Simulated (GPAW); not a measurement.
HfGe in GPAW: the effect of functional

Crystal: HfGe.

```
Hf Ge
1.0
     3.50084    0.00000    0.00000
     0.00000    3.50084    0.00000
     0.00000    0.00000    3.50084
Hf Ge
1 1
Cartesian
  0.0000 0.0000 0.0000
  1.7504 1.7504 1.7504
```

The cell was built by a generator and needn't be a form met in nature.

* Program: GPAW 26.7.0
* Cutoff: 600 eV
* Basis: pw
* k mesh: 7 × 7 × 7
* Occupations: fermi-dirac, width 0.05 eV
* Spin: no spin polarisation
* Task of each run: elastic constants

The series moves functional from these settings.

| functional | c11 (GPa) | pressure (GPa) | volume per atom (A^3/atom) | c33 (GPa) | c12 (GPa) | c44 (GPa) |
| --- | --- | --- | --- | --- | --- | --- |
| LDA | ? | ? | ? | ? | ? | ? |
| PBEsol | 82.75 | -0.01828 | 18.12 | 82.75 | 153.2 | -101.5 |
| PBE | 62.88 | -0.004221 | 18.84 | 62.88 | 146.2 | -96.1 |
| r2SCAN | 6.78 | -0.007539 | 18.5 | 6.78 | 188.5 | -125.8 |
| RPBE | 48.45 | -0.001467 | 19.27 | 48.45 | 143.5 | -89.56 |

What does the run at LDA give?

c11 (GPa) 101.6; pressure (GPa) 0.000401; volume per atom (A^3/atom) 17.6; c33 (GPa) 101.6; c12 (GPa) 156; c44 (GPa) -113.
